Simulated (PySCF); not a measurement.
# C2H3BClF (SMILES FB/C=C\Cl): levels of theory compared

Aim: a comparison of 6 runs (HF/STO-3G, HF/3-21G, HF/def2-SVP, B3LYP/6-31G*, B2PLYP/def2-SVP, PBE0/def2-SVP) of C2H3BClF. The job is set up through a Python script.

The calculation is run with PySCF 2.14.0.

## (1) The structure to begin with

The species is C2H3BClF (8 atoms), meant as a singlet with charge 0. SMILES: `FB/C=C\Cl`. The shape is that of a GFN2-xTB optimisation. This is one conformer, not always the lowest.

Bond lengths: F1–B2 1.316 Å, B2–C3 1.551 Å, C3–C4 1.338 Å, C4–Cl5 1.705 Å, B2–H6 1.174 Å, C3–H7 1.083 Å, C4–H8 1.082 Å. Angles: F1–B2–C3 120.9°, B2–C3–C4 128.0°, C3–C4–Cl5 124.8°, F1–B2–H6 116.3°, C3–B2–H6 122.7°, B2–C3–H7 117.3°, C4–C3–H7 114.6°, C3–C4–H8 122.7°, Cl5–C4–H8 112.5°.

## (2) Energy and forces at HF/STO-3G (run 1)

Contents of input.py:

```python
from pyscf import gto, scf

mol = gto.M(
    atom='''
F     -2.529739     2.623582     1.198332
B     -1.458075     0.526175     1.999141
C      0.489193    -0.899850     0.336995
C      1.285675    -0.303301    -1.986461
Cl     0.284895     2.252346    -3.673987
H     -2.058139    -0.178069     4.015555
H      1.327268    -2.595898     1.116904
H      2.658939    -1.424967    -3.006498
''',
    basis='sto-3g',
    max_memory=1860,
    unit='bohr',
    spin=0,
    verbose=3,
)

myscf = scf.RHF(mol)
myscf.conv_tol = 1e-10
myscf.kernel()
if not myscf.converged:
    myscf = myscf.newton().run(myscf.mo_coeff, myscf.mo_occ)

e_final = myscf.e_tot
print('E = %.10f Eh' % e_final)
grad = myscf.nuc_grad_method().kernel()
myscf.analyze()
```

Launch:

```sh
OMP_NUM_THREADS=1 python input.py
```

Log:

```text
converged SCF energy = -653.557313423499
[... 11 lines left out ...]
MO #2   energy= -25.975445761823   occ= 2
[... 5 lines left out ...]
MO #8   energy= -7.84088881592511  occ= 2
[... 5 lines left out ...]
MO #14  energy= -0.654243952520489 occ= 2
[... 5 lines left out ...]
MO #20  energy= -0.467581213043028 occ= 2
[... 5 lines left out ...]
MO #26  energy= 0.403381450358542  occ= 0
[... 5 lines left out ...]
MO #32  energy= 1.00585949468029   occ= 0
[... 9 lines left out ...]
Dipole moment(X, Y, Z, Debye):  0.91467, -1.76578,  0.72718
```

Run time: 1.6 s. Hardware: 1 thread of Arm Neoverse V1, shared host; peak memory 0.12 GiB.

## (3) Energy and gradient at HF/3-21G (run 2)

Contents of run.py:

```python
from pyscf import gto

system = gto.M(
    atom=[
    ('F', (-1.338680, 1.388340, 0.634130)),
    ('B', (-0.771580, 0.278440, 1.057900)),
    ('C', (0.258870, -0.476180, 0.178330)),
    ('C', (0.680350, -0.160500, -1.051190)),
    ('Cl', (0.150760, 1.191890, -1.944190)),
    ('H', (-1.089120, -0.094230, 2.124940)),
    ('H', (0.702360, -1.373690, 0.591040)),
    ('H', (1.407050, -0.754060, -1.590970)),
],
    charge=0,
    verbose=3,
    basis='3-21g',
    spin=0,
    max_memory=1860,
)

calc0 = system.RHF()
calc0.conv_tol = 1e-10
calc0.kernel()
if not calc0.converged:
    calc0 = calc0.newton().run(calc0.mo_coeff, calc0.mo_occ)

etot = calc0.e_tot
print('E(%s) = %.9f' % ('HF', etot))
grad = calc0.nuc_grad_method().kernel()
calc0.analyze()
```

Launch:

```sh
OMP_NUM_THREADS=1 python run.py
```

Log:

```text
converged SCF energy = -657.828879901717
[... 14 lines left out ...]
MO #5   energy= -10.512132046523   occ= 2
[... 9 lines left out ...]
MO #15  energy= -0.705695068890189 occ= 2
[... 9 lines left out ...]
MO #25  energy= 0.225577477911864  occ= 0
[... 9 lines left out ...]
MO #35  energy= 0.738992077593985  occ= 0
[... 9 lines left out ...]
MO #45  energy= 1.25874160185077   occ= 0
[... 9 lines left out ...]
MO #55  energy= 4.09025274800487   occ= 0
[... 9 lines left out ...]
Dipole moment(X, Y, Z, Debye):  1.49147, -2.36720,  0.44391
```

Run time: 1.7 s. Hardware: 1 thread of Arm Neoverse V1, shared host; peak memory 0.13 GiB.

Runs 3 to 5 aren't shown in full; the table further down has their settings and results.

## (4) Energy and gradient at PBE0/def2-SVP (run 6)

Contents of input.py:

```python
from pyscf import gto, dft

mol = gto.M(
    atom='''
F     -2.529739     2.623582     1.198332
B     -1.458075     0.526175     1.999141
C      0.489193    -0.899850     0.336995
C      1.285675    -0.303301    -1.986461
Cl     0.284895     2.252346    -3.673987
H     -2.058139    -0.178069     4.015555
H      1.327268    -2.595898     1.116904
H      2.658939    -1.424967    -3.006498
''',
    basis='def2-svp',
    verbose=4,
    unit='bohr',
    max_memory=1860,
)

mf = dft.RKS(mol, xc='pbe0')
mf.grids.level = 5
mf.conv_tol = 1e-10
mf.kernel()
if not mf.converged:
    mf = mf.newton().run(mf.mo_coeff, mf.mo_occ)

energy = mf.e_tot
print('E = %.10f Eh' % energy)
grad = mf.nuc_grad_method().kernel()
dip = mf.dip_moment()
pop, q = mf.mulliken_pop()
```

Launch:

```sh
OMP_NUM_THREADS=1 python input.py
```

Log:

```text
PySCF version 2.14.0

[... 77 lines left out ...]
converged SCF energy = -662.262009437786
[... 13 lines left out ...]
Dipole moment(X, Y, Z, Debye):  1.25642, -1.56561, -0.21162
[... 98 lines left out ...]
charge of    7H =      0.08918
```

Wall time 29 s (1 thread of Arm Neoverse V1, shared host); peak memory 0.87 GiB.

## (5) The series

```
run                               level  integration grid      task  energy (Eh)  dipole moment (D)  HOMO energy (eV)  LUMO energy (eV)  wall time
  1                           HF/STO-3G                 –  gradient  -653.557313               2.12             -8.84              5.26      1.6 s
  2                            HF/3-21G                 –  gradient  -657.828880               2.83            -10.52              1.87      1.7 s
  3                         HF/def2-SVP                 –  gradient  -660.834208               2.41            -10.35              1.81      5.7 s
  4  B3LYP/6-31G* (spherical functions)                 5  gradient  -662.929483               1.99             -7.47             -1.81       29 s
  5                     B2PLYP/def2-SVP                 5    energy  -662.300270               2.15             -8.71             -0.46       21 s
  6                       PBE0/def2-SVP                 5  gradient  -662.262009               2.02             -7.86             -1.88       29 s
```

## (6) What came out

```
                       quantity          value
            run 6: total energy  -662.26201 Eh
           run 6: dipole moment         2.02 D
             run 6: HOMO energy       -7.86 eV
             run 6: LUMO energy       -1.88 eV
           run 6: HOMO–LUMO gap        5.99 eV
run 6: largest force on an atom     0.968 eV/Å
```

What this shows: The dipole moment (its size) runs from 1.99 D (B3LYP/6-31G*) to 2.83 D (HF/3-21G). The two ends differ in method and basis. The HOMO–LUMO gap runs from 5.67 eV (B3LYP/6-31G*) to 14.10 eV (HF/STO-3G). Totals of different functionals can't be ranked against each other. In run 1 the basis is minimal, so the values are rough. All runs together took 89 s, the longest 29 s.
